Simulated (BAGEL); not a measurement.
**HF/cc-pVDZ (density fitting with qzvpp-jkfit) run of C2H4NSi− (SMILES C#C[SiH-]N)**

What is the energy change on altering one bond length of C2H4NSi− at HF/cc-pVDZ (density fitting with qzvpp-jkfit)? 

The results are computed with BAGEL 1.2.2.

### Step 1. Starting point

The species is C2H4NSi− (8 atoms), meant as a singlet with charge -1. SMILES: `C#C[SiH-]N`. The shape is that of a GFN2-xTB optimisation. This is one conformer, not always the lowest.

Bond lengths: C1–C2 1.211 Å, C2–Si3 1.874 Å, Si3–N4 1.793 Å, C1–H5 1.062 Å, Si3–H6 1.518 Å, N4–H7 1.014 Å, N4–H8 1.020 Å. Angles: C1–C2–Si3 163.3°, C2–Si3–N4 105.2°, C2–C1–H5 176.3°, C2–Si3–H6 99.0°, N4–Si3–H6 98.3°, Si3–N4–H7 111.6°, Si3–N4–H8 115.0°, H7–N4–H8 106.5°.

### Step 2. A single-point energy at HF/cc-pVDZ (density fitting with qzvpp-jkfit)

input.json

```json
{ "bagel" : [

{
  "title" : "molecule",
  "basis" : "cc-pvdz.json",
  "df_basis" : "qzvpp-jkfit",
  "angstrom" : "true",
  "geometry" : [
    { "atom" : "C", "xyz" : [    0.279050,    1.853940,   -1.189400 ] },
    { "atom" : "C", "xyz" : [    0.177520,    1.083400,   -0.260710 ] },
    { "atom" : "Si", "xyz" : [    0.551220,   -0.169920,    1.081360 ] },
    { "atom" : "N", "xyz" : [   -0.100430,   -1.724230,    0.469350 ] },
    { "atom" : "H", "xyz" : [    0.301890,    2.546050,   -1.994630 ] },
    { "atom" : "H", "xyz" : [   -0.569410,    0.172850,    2.046120 ] },
    { "atom" : "H", "xyz" : [    0.434460,   -2.067110,   -0.320570 ] },
    { "atom" : "H", "xyz" : [   -1.074300,   -1.694990,    0.168480 ] }
  ]
},
{
  "title" : "hf",
  "charge" : -1
},
{
  "title" : "print",
  "file" : "orbitals.molden",
  "orbitals" : "true"
}

]}
```

The basis set cc-pVDZ is read from a file made from the Basis Set Exchange's data (not shown).

The run is started by

```console
BAGEL_NUM_THREADS=1 BAGEL input.json > input.out
```

Standard output:

```text
* using 1 threads per process

  ===============================================================
  ===============================================================

  *** Geometry ***

  { "atom" : "C", "xyz" : [      0.527328,      3.503439,     -2.247640 ] },
  { "atom" : "C", "xyz" : [      0.335464,      2.047329,     -0.492670 ] },
  { "atom" : "Si", "xyz" : [      1.041655,     -0.321102,      2.043474 ] },
  { "atom" : "N", "xyz" : [     -0.189785,     -3.258322,      0.886943 ] },
  { "atom" : "H", "xyz" : [      0.570489,      4.811337,     -3.769304 ] },
  { "atom" : "H", "xyz" : [     -1.076029,      0.326639,      3.866606 ] },
  { "atom" : "H", "xyz" : [      0.821010,     -3.906272,     -0.605790 ] },
  { "atom" : "H", "xyz" : [     -2.030133,     -3.203067,      0.318381 ] },

  Number of auxiliary basis functions:      427

  Since a DF basis is specified, we compute 2- and 3-index integrals:
    o Being stored without compression. Storage requirement is 0.022 GB

  Number of basis functions:       80
  Number of electrons      :       37

    * METHOD: MOLECULE                             0.18

  *** RHF ***

  === Nuclear Repulsion ===
   129.6474828698

      * DIIS with orbital gradients will be used.

  === RHF iteration (cc-pvdz.json) ===
      0       -421.09289619          0.02070988           0.04
      1       -421.29555795          0.01280297           0.04
      2       -421.37398116          0.00199236           0.04
      3       -421.37671404          0.00087245           0.04
      4       -421.37717889          0.00024397           0.04
      5       -421.37722305          0.00008530           0.04
      6       -421.37723298          0.00004115           0.04
      7       -421.37723646          0.00001575           0.04
      8       -421.37723695          0.00000779           0.04
      9       -421.37723709          0.00000326           0.04
     10       -421.37723710          0.00000149           0.04
     11       -421.37723711          0.00000059           0.04
     12       -421.37723711          0.00000025           0.04
     13       -421.37723711          0.00000011           0.04
     14       -421.37723711          0.00000004           0.04
     15       -421.37723711          0.00000001           0.04
     16       -421.37723711          0.00000001           0.04
    * SCF iteration converged.

    * Permanent dipole moment:
           (    0.667928,    -0.029684,     1.439571) a.u.

    * METHOD: HF                                   0.85

    * METHOD: PRINT                                0.02

  ===============================================================
```

It took 1.2 s on 1 thread of Arm Neoverse V1, shared host.

### Step 3. The distorted shape, same level

hf.json

```json
{ "bagel" : [

{
  "title" : "molecule",
  "basis" : "cc-pvdz.json",
  "df_basis" : "qzvpp-jkfit",
  "angstrom" : true,
  "geometry" : [
    { "atom" : "C", "xyz" : [    0.766024,    1.839319,   -1.038953 ] },
    { "atom" : "C", "xyz" : [    0.664494,    1.068779,   -0.110263 ] },
    { "atom" : "Si", "xyz" : [    1.038194,   -0.184541,    1.231807 ] },
    { "atom" : "N", "xyz" : [    0.386544,   -1.738851,    0.619797 ] },
    { "atom" : "H", "xyz" : [    0.788864,    2.531429,   -1.844183 ] },
    { "atom" : "H", "xyz" : [   -0.082436,    0.158229,    2.196567 ] },
    { "atom" : "H", "xyz" : [    0.921434,   -2.081731,   -0.170123 ] },
    { "atom" : "H", "xyz" : [   -1.074300,   -1.694990,    0.168480 ] }
  ]
},
{
  "title" : "hf",
  "charge" : -1
},
{
  "title" : "print",
  "file" : "orbitals.molden",
  "orbitals" : true
}

]}
```

The basis set cc-pVDZ is read from a file made from the Basis Set Exchange's data (not shown).

The run is started by

```console
BAGEL_NUM_THREADS=1 BAGEL hf.json > hf.out
```

Standard output:

```text
* using 1 threads per process

  ===============================================================
  ===============================================================

  *** Geometry ***

  { "atom" : "C", "xyz" : [      1.447576,      3.475809,     -1.963337 ] },
  { "atom" : "C", "xyz" : [      1.255712,      2.019700,     -0.208367 ] },
  { "atom" : "Si", "xyz" : [      1.961902,     -0.348732,      2.327778 ] },
  { "atom" : "N", "xyz" : [      0.730462,     -3.285952,      1.171247 ] },
  { "atom" : "H", "xyz" : [      1.490737,      4.783708,     -3.485001 ] },
  { "atom" : "H", "xyz" : [     -0.155781,      0.299009,      4.150910 ] },
  { "atom" : "H", "xyz" : [      1.741258,     -3.933901,     -0.321486 ] },
  { "atom" : "H", "xyz" : [     -2.030133,     -3.203067,      0.318381 ] },

  Number of auxiliary basis functions:      427

  Since a DF basis is specified, we compute 2- and 3-index integrals:
    o Being stored without compression. Storage requirement is 0.022 GB

  Number of basis functions:       80
  Number of electrons      :       37

    * METHOD: MOLECULE                             0.18

  *** RHF ***

  === Nuclear Repulsion ===
   127.8284290650

      * DIIS with orbital gradients will be used.

  === RHF iteration (cc-pvdz.json) ===
      0       -420.95937261          0.02135396           0.04
      1       -421.15239868          0.01588188           0.04
      2       -421.28308407          0.00228172           0.04
      3       -421.28740229          0.00082227           0.04
      4       -421.28803254          0.00025331           0.04
      5       -421.28809791          0.00012238           0.04
      6       -421.28811251          0.00005146           0.04
      7       -421.28811655          0.00001466           0.04
      8       -421.28811692          0.00000775           0.04
      9       -421.28811705          0.00000352           0.04
     10       -421.28811708          0.00000135           0.04
     11       -421.28811708          0.00000053           0.04
     12       -421.28811708          0.00000018           0.04
     13       -421.28811708          0.00000008           0.04
     14       -421.28811708          0.00000004           0.04
     15       -421.28811708          0.00000002           0.04
     16       -421.28811708          0.00000001           0.04
    * SCF iteration converged.

    * Permanent dipole moment:
           (    0.198877,    -0.415053,     1.261664) a.u.

    * METHOD: HF                                   0.85

    * METHOD: PRINT                                0.02

  ===============================================================
```

It took 1.2 s on 1 thread of Arm Neoverse V1, shared host.

### Step 4. Summary of results

Level: HF/cc-pVDZ (density fitting with qzvpp-jkfit).

| quantity | value |
| --- | --- |
| first shape: total energy | -421.37724 Eh |
| first shape: HOMO energy | -1.42 eV |
| first shape: LUMO energy | 8.90 eV |
| first shape: HOMO–LUMO gap (to an unbound level, set by the basis) | 10.32 eV |
| distorted shape: total energy | -421.28812 Eh |
| distorted shape: HOMO energy | -1.67 eV |
| distorted shape: LUMO energy | 7.65 eV |
| distorted shape: HOMO–LUMO gap (to an unbound level, set by the basis) | 9.31 eV |
| energy change with the N4–H8 bond stretched from 1.020 to 1.530 Å | 2.425 eV |

In words: With the N4–H8 bond stretched from 1.020 to 1.530 Å the energy rises by 2.43 eV (56 kcal/mol). The first shape isn't relaxed at this level, so the change isn't measured from a minimum.
